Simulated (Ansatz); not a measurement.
# Cl2H2OZn: the cost of one run

All numbers below are computed with Ansatz 0.2.0 (RKS B3LYP-D4/def2-mTZVP).

### 1 The starting structure

Bond lengths: Zn1–Cl2 2.590 Å, Zn1–Cl3 2.240 Å, Zn1–O4 2.090 Å, O4–H5 1.010 Å. Angles: Cl2–Zn1–Cl3 180.0°, Cl2–Zn1–O4 71.6°, Cl3–Zn1–O4 108.4°, Zn1–O4–H5 109.5°.

As a file:

```xyz
6

Zn    0.0000    0.0000    0.0000
Cl    0.0000    0.0000    2.5900
Cl    0.0000    0.0000   -2.2400
O    -1.9834    0.0000    0.6590
H    -2.5285   -0.6297    0.0877
H    -1.4167    0.0000    1.8346
```

### 2 A restrained relaxation towards end A

Springs on the bonds that form and break draw the guess towards this end; the thresholds are loose.

The input, input.yaml:

```yaml
crystal:
  periodic: [false, false, false]
  atoms:
    - { symbol: Zn, position_ang: [0.0, 0.0, 0.0] }
    - { symbol: Cl, position_ang: [0.0, 0.0, 2.59] }
    - { symbol: Cl, position_ang: [0.0, 0.0, -2.24] }
    - { symbol: O, position_ang: [-1.9834, 0.0, 0.659] }
    - { symbol: H, position_ang: [-2.5285, -0.6297, 0.0877] }
    - { symbol: H, position_ang: [-1.4167, 0.0, 1.8346] }
basis:
  gaussian: { orbitals: def2-mTZVP }
hamiltonian:
  xc: b3lyp
  dispersion: d4
relax:
  f_tol: 0.15
  max_steps: 25
  restrain:
    - { distance: [0, 3], at: 2.99, k: 30.0 }
    - { distance: [5, 1], at: 2.57, k: 30.0 }
    - { distance: [0, 1], at: 2.24, k: 30.0 }
    - { distance: [5, 3], at: 1.01, k: 30.0 }
```

Launch:

```bash
ansatz run input.yaml --threads 4 --pin off --max-ram 5120MiB --backend cpu --events-out ev --progress --plain --runs-dir out
```

What time and memory should one allow on 4 threads of AMD EPYC 9R45 (Zen 5), shared host?

About 9.4 s, with a peak of 0.28 GiB.
